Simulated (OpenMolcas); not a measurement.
# One shape, several levels: C3H11AlO (SMILES C[Al-](C)(C)[OH2+])

Aim: a comparison of 6 runs (HF/STO-3G, B2PLYP/6-31G*, BHLYP/6-31G*, PBE/6-31G*, r2SCAN/6-31G*, CCSD(T)/6-31G*) of C3H11AlO. 

The calculation is run with OpenMolcas 26.06.

1 further run of the same task is left out (set aside as unsound or not needed).

## 1. Starting point

C3H11AlO has 16 atoms, charge 0, and is taken as a singlet. As SMILES, `C[Al-](C)(C)[OH2+]`. The Al2–O5 distance was set to 2.365 Å, away from the relaxed value.

Bond lengths: C1–Al2 1.979 Å, Al2–C3 1.979 Å, Al2–C4 1.966 Å, C1–H6 1.097 Å, C1–H7 1.096 Å, C1–H8 1.097 Å, C3–H9 1.097 Å, C3–H10 1.097 Å, C3–H11 1.096 Å, C4–H12 1.095 Å, C4–H13 1.096 Å, C4–H14 1.095 Å, O5–H15 0.964 Å, O5–H16 0.964 Å. Some angles: C1–Al2–C3 117.8°, C1–Al2–C4 117.9°, C3–Al2–C4 118.0°, Al2–C1–H6 113.5°, Al2–C1–H7 110.5°, Al2–C1–H8 113.0°, Al2–C3–H9 113.0°, Al2–C3–H10 113.5°, Al2–C3–H11 110.5°, Al2–C4–H12 112.4°.

## 2. A single-point energy at HF/STO-3G (run 1)

coord.xyz reads:

```xyz
16

C     -0.434918     0.600243    -1.909675
Al     0.288642    -0.263397    -0.282545
C      1.901992     0.531503     0.543515
C     -0.007688    -2.194007    -0.054435
O     -1.268240     0.678630     1.227590
H     -0.382688     1.695213    -1.883715
H      0.134012     0.291773    -2.794225
H     -1.476148     0.322733    -2.114685
H      2.046612     0.221033     1.585595
H      1.910362     1.627743     0.520065
H      2.804592     0.211223     0.010635
H      0.186462    -2.528087     0.970225
H      0.657172    -2.774537    -0.704245
H     -1.030648    -2.492237    -0.307145
H     -0.808840     1.221910     1.877580
H     -1.880870     1.252980     0.754900
```

calc.input reads:

```
&GATEWAY
  BasLib
  $CurrDir
  Coord
  coord.xyz
  Basis
  STO-3G
  Group
  NoSym

&SEWARD

&SCF
  Thresholds
  1e-10 1e-07 1e-07 1e-05
  PrOrbitals
  1 1
```

The basis set STO-3G is read from a file made from the Basis Set Exchange's data (not shown).

Run with:

```console
export MOLCAS_MEM=1860
pymolcas calc.input > calc.log
```

The program printed:

```text
--- Start Module: gateway ---
[...]
--- Stop Module: gateway /rc=_RC_ALL_IS_WELL_ ---
--- Start Module: seward ---
[...]
      Basis functions           40
--- Stop Module: seward /rc=_RC_ALL_IS_WELL_ ---
[...]
--- Start Module: scf ---
[...]
       Convergence after  11 Iterations
[...]
::    Total SCF energy                               -431.5274261465
[...]
      Total spin, S                                     0.0000000000
[...]
      Total electronic charge=   50.000000
      Total            charge=   -0.000000
[...]
      Dipole Moment (debye):
      Origin of the operator (angstrom)=    0.0799   -0.1106   -0.0792
                   X= -1.9084E+00               Y=  2.5781E+00               Z=  1.8902E+00           Total=  3.7231E+00
      Quadrupole Moment (debye*angstrom):
[...]
--- Stop Module: scf /rc=_RC_ALL_IS_WELL_ ---
[...]
```

It took 2.9 s on 1 thread of Intel Xeon Platinum 8259CL at 2.50GHz (Skylake/Cascade Lake), shared host; peak memory 0.38 GiB.

## 3. The energy at B2PLYP/6-31G(d) (spherical functions) (run 2)

job.inp reads:

```
&GATEWAY
  BasLib=$CurrDir
  BasisSet
  C.6-31Gs....
  C1 -0.434918 0.600243 -1.909675 angstrom
  C3 1.901992 0.531503 0.543515 angstrom
  C4 -0.007688 -2.194007 -0.054435 angstrom
  End of Basis
  BasisSet
  Al.6-31Gs....
  Al2 0.288642 -0.263397 -0.282545 angstrom
  End of Basis
  BasisSet
  O.6-31Gs....
  O5 -1.268240 0.678630 1.227590 angstrom
  End of Basis
  BasisSet
  H.6-31Gs....
  H6 -0.382688 1.695213 -1.883715 angstrom
  H7 0.134012 0.291773 -2.794225 angstrom
  H8 -1.476148 0.322733 -2.114685 angstrom
  H9 2.046612 0.221033 1.585595 angstrom
  H10 1.910362 1.627743 0.520065 angstrom
  H11 2.804592 0.211223 0.010635 angstrom
  H12 0.186462 -2.528087 0.970225 angstrom
  H13 0.657172 -2.774537 -0.704245 angstrom
  H14 -1.030648 -2.492237 -0.307145 angstrom
  H15 -0.808840 1.221910 1.877580 angstrom
  H16 -1.880870 1.252980 0.754900 angstrom
  End of Basis

&SEWARD
  GridInput
  Grid=UltraFine
  End of Grid

&SCF
  KSDFT=B2PLYP_SCF
  Thresholds=1e-10 1e-07 1e-07 1e-05
  PrOrbitals=1 2

&MBPT2
  Frozen=9
```

The basis set 6-31G* is read from a file made from the Basis Set Exchange's data (not shown).

Run with:

```console
export MOLCAS_MEM=1860
pymolcas job.inp > job.log
```

The program printed:

```text
--- Start Module: gateway ---
[...]
--- Stop Module: gateway /rc=_RC_ALL_IS_WELL_ ---
[...]
      Basis functions           96
[...]
--- Start Module: scf ---
[...]
       Convergence after  11 Iterations
[...]
::    Total KS-DFT energy                            -438.0133113460
[...]
      Total spin, S                                     0.0000000000
[...]
      Total electronic charge=   50.000000
      Total            charge=   -0.000000
[...]
      Dipole Moment (debye):
      Origin of the operator (angstrom)=    0.0799   -0.1106   -0.0792
                   X= -1.9002E+00               Y=  2.7779E+00               Z=  1.8882E+00           Total=  3.8591E+00
      Quadrupole Moment (debye*angstrom):
[...]
--- Stop Module: scf /rc=_RC_ALL_IS_WELL_ ---
[...]
--- Start Module: mbpt2 ---
[...]
 ###    WARNING: MP2 implementation intended for RHF references only         ###
 ###############################################################################
MBPT2 WARNING: Reference function according to RunFile:KS-DFT
I'll assume you know what you're doing and continue
WARNING!
Default frozen orbitals as non valence orbitals is overwritten by user input.
Default values:   6
[...]
       Reference weight ( Cref**2 )         =        0.75451
::    Total MBPT2 energy                             -438.7884733338
[...]
      Total MBPT2 calculations                           0.56      0.66
--- Stop Module: mbpt2 /rc=_RC_ALL_IS_WELL_ ---
[...]
```

Run time: 47 s. Hardware: 1 thread of Intel Xeon Platinum 8259CL at 2.50GHz (Skylake/Cascade Lake), shared host; peak memory 0.53 GiB.

Runs 3 to 5 aren't shown in full; the table further down has their settings and results.

## 4. A single-point energy at CCSD(T)/6-31G(d) (Cholesky decomposition, spherical functions) (run 6)

coord.xyz is that of step 2.

calc.inp reads:

```
* C3H11AlO CCSD(T)
&GATEWAY
BasLib=$CurrDir
Coord=coord.xyz
Basis=6-31Gs
Group=NoSym
&SEWARD
High
&SCF
Thresholds=1e-10 1e-07 1e-07 1e-05
PrOrbitals=1 1
&CHCC
Frozen=9
Threshold=1e-08
MaxIterations=80
&CHT3
Frozen=9
```

The basis set 6-31G* is read from a file made from the Basis Set Exchange's data (not shown).

Run with:

```console
export MOLCAS_MEM=1860
pymolcas calc.inp > calc.log
```

The program printed:

```text
--- Start Module: gateway ---
[...]
--- Stop Module: gateway /rc=_RC_ALL_IS_WELL_ ---
[...]
      Basis functions           96
[...]
       Convergence after  12 Iterations
[...]
::    Total SCF energy                               -436.7853057452
[...]
      Total spin, S                                     0.0000000000
[...]
      Total electronic charge=   50.000000
      Total            charge=   -0.000000
[...]
      Dipole Moment (debye):
      Origin of the operator (angstrom)=    0.0799   -0.1106   -0.0792
                   X= -1.9201E+00               Y=  2.8518E+00               Z=  1.9092E+00           Total=  3.9325E+00
      Quadrupole Moment (debye*angstrom):
[...]
--- Start Module: chcc ---
[...]
--- Stop Module: chcc /rc=_RC_ALL_IS_WELL_ ---
[...]
--- Start Module: cht3 ---
[...]
--- Stop Module: cht3 /rc=_RC_ALL_IS_WELL_ ---
[...]
```

Run time: 12 min. Hardware: 1 thread of Intel Xeon Platinum 8259CL at 2.50GHz (Skylake/Cascade Lake), shared host; peak memory 0.17 GiB.

## 5. Overview of the runs

| run | level | frozen core orbitals | integration grid | energy (Eh) | dipole moment (D) of the reference | HOMO energy (eV) | LUMO energy (eV) | wall time |
| --- | --- | --- | --- | --- | --- | --- | --- | --- |
| 1 | HF/STO-3G | – | – | -431.527426 | 3.72 | -8.16 | 10.24 | 2.9 s |
| 2 | B2PLYP/6-31G* (spherical functions) | 9 | UltraFine | -438.222605 | 3.86 | -7.90 | 1.57 | 47 s |
| 3 | BHLYP/6-31G* (spherical functions) | – | UltraFine | -438.470880 | 3.85 | -7.95 | 1.24 | 55 s |
| 4 | PBE/6-31G* (spherical functions) | – | UltraFine | -438.180334 | 3.76 | -5.36 | -0.47 | 64 s |
| 5 | r2SCAN/6-31G* (spherical functions) | – | UltraFine | -438.439403 | 3.83 | -5.69 | 0.15 | 78 s |
| 6 | CCSD(T)/6-31G* (Cholesky decomposition, spherical functions) | 9 | – | -437.499637 | 3.93 | -9.95 | 3.69 | 12 min |

## 6. What came out

| quantity | value |
| --- | --- |
| run 6: total energy | -437.49964 Eh |
| run 6: dipole moment (mean-field density) | 3.93 D |
| run 6: HOMO energy (Hartree–Fock orbitals) | -9.95 eV |
| run 6: LUMO energy (Hartree–Fock orbitals) | 3.69 eV |
| run 6: HOMO–LUMO gap (Hartree–Fock orbitals) | 13.64 eV |
| run 6: correlation energy (9 core orbitals frozen) | -714.3 mEh |
| run 6: (T) correction | -14.77 mEh |

What this shows: Over runs 1, 2, 3, 4, 5 the dipole moment (its size) runs from 3.72 D (HF/STO-3G) to 3.86 D (B2PLYP/6-31G*). The two ends differ in method and basis. A double hybrid's value is that of its SCF part. Over runs 1, 2, 3, 4, 5 the HOMO–LUMO gap runs from 4.89 eV (PBE/6-31G*) to 18.39 eV (HF/STO-3G). For B2PLYP the log adds the whole second-order term; the table takes 0.27 of it, as the functional is defined. Totals of different functionals can't be ranked against each other. In run 1 the basis is minimal, so the values are rough. All runs together took 16 min, the longest 12 min.
